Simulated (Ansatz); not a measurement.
# singlet CH2GeN− at 6 levels

Aim: a comparison of 6 runs (HF/def2-SVPD, B3LYP/6-31G*, B2PLYP/def2-SVPD, BLYP/def2-SVPD, PBE-QIDH/def2-SVPD, RPA@PBE/def2-SVPD) of singlet CH2GeN−. 

The calculation is run with Ansatz 0.2.0.

57 further runs of the same task are left out: 57 set aside as unsound or not needed.

## (1) The system as given

CH2GeN− has 5 atoms, charge -1, and is taken as a singlet. As SMILES of the parent species, `N#[C][GeH2]`. The coordinates come from a PBE0-D4/def2-TZVP relaxation. That shape belongs to the parent species and isn't relaxed for this state.

Bond lengths: N1–C2 1.154 Å, C2–Ge3 1.912 Å, Ge3–H4 1.534 Å, Ge3–H5 1.534 Å. Angles: N1–C2–Ge3 175.5°, C2–Ge3–H4 108.2°, C2–Ge3–H5 108.2°, H4–Ge3–H5 114.7°.

## (2) A single-point energy at HF/def2-SVPD (run 1)

The input, run.yaml:

```yaml
crystal:
  periodic: [false, false, false]
  atoms:
    - symbol: N
      position_ang: [1.590700, -1.029300, 1.293200]
    - symbol: C
      position_ang: [0.838400, -0.535900, 0.570400]
    - symbol: Ge
      position_ang: [-0.315900, 0.241400, -0.740100]
    - symbol: H
      position_ang: [-1.658900, -0.498000, -0.695900]
    - symbol: H
      position_ang: [-0.404300, 1.748400, -0.468900]
basis:
  gaussian:
    orbitals: def2-SVPD
total_charge: -1
hamiltonian:
  xc: hf
accuracy: high
output: {orbitals: {seedname: orbitals}}
```

On the command line:

```console
ansatz run run.yaml --threads 1 --pin off --max-ram 3480MiB --events-out events.jsonl --progress --plain --runs-dir runs
```

Log:

```text
Warning: RAYON_NUM_THREADS=1 ignored (pool sized by the plan → 1); use --threads N
Functional definition: HF
  name "HF"
  exchange = exact_x
  correlation = 0
1837 factors; integrals over basis functions are off by at most 4.0e-9 eV
mean field evaluation 1: about -59006.0623 eV, gradient 2.2e1 eV
mean field evaluation 2: about -59006.1191 eV, gradient 2.3e1 eV
mean field evaluation 4: about -59007.8624 eV, gradient 3.7e0 eV
mean field evaluation 8: about -59007.9196 eV, gradient 1.2e-3 eV
mean field -59007.91959245 eV, -2168.5010480180 hartree, gradient 9.0e-8 eV, S^2 0.000000; 0 other end points of the search recorded, 0 dependent functions left out
reference -59007.91959245 eV, -2168.5010480180 hartree; 24, 24 occupied and 70, 70 virtual orbitals, 1837 factors
Total energy: -59007.91959245 eV, -2168.5010480180 hartree
```

Wall time 2.8 s (1 thread of Arm Neoverse V2, shared host); peak memory 0.26 GiB.

## (3) A single-point energy at B3LYP/6-31G(d) (spherical functions) (run 2)

The input, run.yaml:

```yaml
crystal:
  periodic: [false, false, false]
  atoms:
    - {symbol: "N", position_ang: [1.590700, -1.029300, 1.293200]}
    - {symbol: C, position_ang: [0.838400, -0.535900, 0.570400]}
    - {symbol: Ge, position_ang: [-0.315900, 0.241400, -0.740100]}
    - {symbol: H, position_ang: [-1.658900, -0.498000, -0.695900]}
    - {symbol: H, position_ang: [-0.404300, 1.748400, -0.468900]}
basis:
  gaussian:
    orbitals: 6-31G_st_-spherical.json
total_charge: -1
hamiltonian:
  xc: {name: B3LYP}
accuracy: high
output: {orbitals: {seedname: orbitals}}
```

The basis set 6-31G* is read from a file made from the Basis Set Exchange's data (not shown).

On the command line:

```console
ansatz run run.yaml --threads 1 --pin off --max-ram 3480MiB --events-out events.jsonl --progress --plain --runs-dir runs
```

Log:

```text
Warning: RAYON_NUM_THREADS=1 ignored (pool sized by the plan → 1); use --threads N
Functional definition: B3LYP
  name "B3LYP"
  parameter a0 = 0.2
  parameter ax = 0.72
  parameter ac = 0.81
  exchange = (1 - a0 - ax)*slater_x + ax*b88_x + a0*exact_x
  correlation = (1 - ac)*vwn_rpa_c + ac*lyp_c
1296 factors; integrals over basis functions are off by at most 6.5e-9 eV
mean field evaluation 1: about -59069.9353 eV, gradient 2.2e1 eV
mean field evaluation 2: about -59068.4527 eV, gradient 3.6e1 eV
mean field evaluation 4: about -59070.8395 eV, gradient 1.3e0 eV
mean field evaluation 8: about -59070.9480 eV, gradient 7.8e-2 eV
mean field evaluation 16: about -59070.9480 eV, gradient 2.8e-6 eV
mean field -59070.94797172 eV, -2170.8172982340 hartree, gradient 7.2e-8 eV, S^2 0.000000; 0 other end points of the search recorded, 0 dependent functions left out
reference -59070.94800487 eV, -2170.8172994523 hartree; 24, 24 occupied and 40, 40 virtual orbitals, 1296 factors
Total energy: -59070.94800487 eV, -2170.8172994523 hartree
```

It took 4.5 s on 1 thread of Arm Neoverse V2, shared host; peak memory 0.18 GiB.

Run 3 isn't shown in full; the table further down has it.

## (4) The energy at BLYP/def2-SVPD (run 4)

The input, molecule.yaml:

```yaml
crystal:
  periodic: [false, false, false]
  atoms:
    - {symbol: N, position_ang: [1.590700, -1.029300, 1.293200]}
    - {symbol: C, position_ang: [0.838400, -0.535900, 0.570400]}
    - {symbol: Ge, position_ang: [-0.315900, 0.241400, -0.740100]}
    - {symbol: H, position_ang: [-1.658900, -0.498000, -0.695900]}
    - {symbol: H, position_ang: [-0.404300, 1.748400, -0.468900]}
basis:
  gaussian: {orbitals: def2-SVPD}
total_charge: -1
hamiltonian: {xc: {name: BLYP}}
accuracy: high
output: {orbitals: {seedname: orbitals}}
```

On the command line:

```console
ansatz run molecule.yaml --threads 1 --pin off --max-ram 3480MiB --events-out events.jsonl --progress --plain --runs-dir runs
```

Log:

```text
Warning: RAYON_NUM_THREADS=1 ignored (pool sized by the plan → 1); use --threads N
Functional definition: BLYP
  name "BLYP"
  parameter beta = 0.0042
  parameter a = 0.04918
  parameter b = 0.132
  parameter c = 0.2533
  parameter d = 0.349
  exchange = b88_x(beta = beta)
  correlation = lyp_c(a = a, b = b, c = c, d = d)
1837 factors; integrals over basis functions are off by at most 4.0e-9 eV
mean field evaluation 1: about -59067.9242 eV, gradient 3.1e1 eV
mean field evaluation 2: about -59066.5137 eV, gradient 4.3e1 eV
mean field evaluation 4: about -59069.5652 eV, gradient 2.7e0 eV
mean field evaluation 8: about -59069.5777 eV, gradient 6.4e-2 eV
mean field evaluation 16: about -59069.5778 eV, gradient 2.0e-6 eV
mean field -59069.57775018 eV, -2170.7669435213 hartree, gradient 9.4e-8 eV, S^2 0.000000; 0 other end points of the search recorded, 0 dependent functions left out
reference -59069.57779987 eV, -2170.7669453472 hartree; 24, 24 occupied and 70, 70 virtual orbitals, 1837 factors
Total energy: -59069.57779987 eV, -2170.7669453472 hartree
```

It took 5.1 s on 1 thread of Arm Neoverse V2, shared host; peak memory 0.22 GiB.

Run 5 isn't shown in full; the table further down has it.

## (5) The energy at RPA@PBE/def2-SVPD (run 6)

The input, in.yaml:

```yaml
crystal:
  periodic: [false, false, false]
  atoms:
    - {symbol: "N", position_ang: [1.590700, -1.029300, 1.293200]}
    - {symbol: C, position_ang: [0.838400, -0.535900, 0.570400]}
    - {symbol: Ge, position_ang: [-0.315900, 0.241400, -0.740100]}
    - {symbol: H, position_ang: [-1.658900, -0.498000, -0.695900]}
    - {symbol: H, position_ang: [-0.404300, 1.748400, -0.468900]}
basis:
  gaussian:
    orbitals: def2-SVPD
total_charge: -1
hamiltonian:
  xc: {name: PBE}
correlation:
  method: rpa
  frozen_orbitals: {C: 1, Ge: 9, H: 0, "N": 1}
accuracy: high
```

On the command line:

```console
ansatz run in.yaml --threads 1 --pin off --max-ram 3480MiB --events-out events.jsonl --progress --plain --runs-dir runs
```

Log:

```text
Warning: RAYON_NUM_THREADS=1 ignored (pool sized by the plan → 1); use --threads N
Functional definition: PBE
  name "PBE"
  parameter kappa = 0.804
  parameter beta = 0.06672455060314922
  exchange = pbe_x(kappa = kappa, mu = beta*pi^2/3)
  correlation = pbe_c(beta = beta)
1837 factors; integrals over basis functions are off by at most 4.0e-9 eV
mean field evaluation 1: about -59055.6720 eV, gradient 2.8e1 eV
mean field evaluation 2: about -59055.6682 eV, gradient 2.8e1 eV
mean field evaluation 4: about -59056.2732 eV, gradient 1.9e1 eV
mean field evaluation 8: about -59057.0707 eV, gradient 4.9e-2 eV
mean field evaluation 16: about -59057.0706 eV, gradient 1.9e-6 eV
mean field -59057.07060410 eV, -2170.3073143804 hartree, gradient 3.8e-8 eV, S^2 0.000000; 0 other end points of the search recorded, 0 dependent functions left out
11 core orbitals not correlated: weight in the atoms' cores, before any rotation towards them, 1.000 or more for the frozen orbitals, at most 0.000 for the correlated occupied ones
reference -59006.85622514 eV, -2168.4619699902 hartree; 13, 13 occupied and 70, 70 virtual orbitals, 1837 factors
Total energy: -59028.99110003 eV, -2169.2754116389 hartree
```

Run time: 12 s. Hardware: 1 thread of Arm Neoverse V2, shared host; peak memory 0.32 GiB.

## (6) Overview of the runs

| run | level | frozen core orbitals | energy (Eh) | HOMO energy (eV) | LUMO energy (eV) | HOMO–LUMO gap (eV) | wall time |
| --- | --- | --- | --- | --- | --- | --- | --- |
| 1 | HF/def2-SVPD | – | -2168.501048 | -1.66 | 6.16 | 7.81 | 2.8 s |
| 2 | B3LYP/6-31G* (spherical functions) | – | -2170.817299 | 0.61 | 5.65 | 5.05 | 4.5 s |
| 3 | B2PLYP/def2-SVPD | 11 | -2170.272350 | -0.45 | 5.07 | 5.51 | 11 s |
| 4 | BLYP/def2-SVPD | – | -2170.766945 | 1.23 | 3.91 | 2.68 | 5.1 s |
| 5 | PBE-QIDH/def2-SVPD | 11 | -2169.988327 | -1.10 | 5.46 | 6.57 | 9.9 s |
| 6 | RPA@PBE/def2-SVPD | 11 | -2169.275412 | – | – | – | 12 s |

## (7) What came out

| quantity | value |
| --- | --- |
| run 6: total energy | -2169.27541 Eh |
| run 6: RPA correlation energy (valence) | -813.4 mEh |

In words: Over runs 1, 2, 3, 4, 5 the HOMO–LUMO gap runs from 2.68 eV (BLYP/def2-SVPD) to 7.81 eV (HF/def2-SVPD). Exact exchange widens orbital gaps. The empty levels of an anion lie above zero and hang on the basis. Totals of different functionals can't be ranked against each other. In runs 2, 4 the HOMO lies above zero, so the outermost electron may be held by the basis alone. All runs together took 45 s, the longest 12 s.
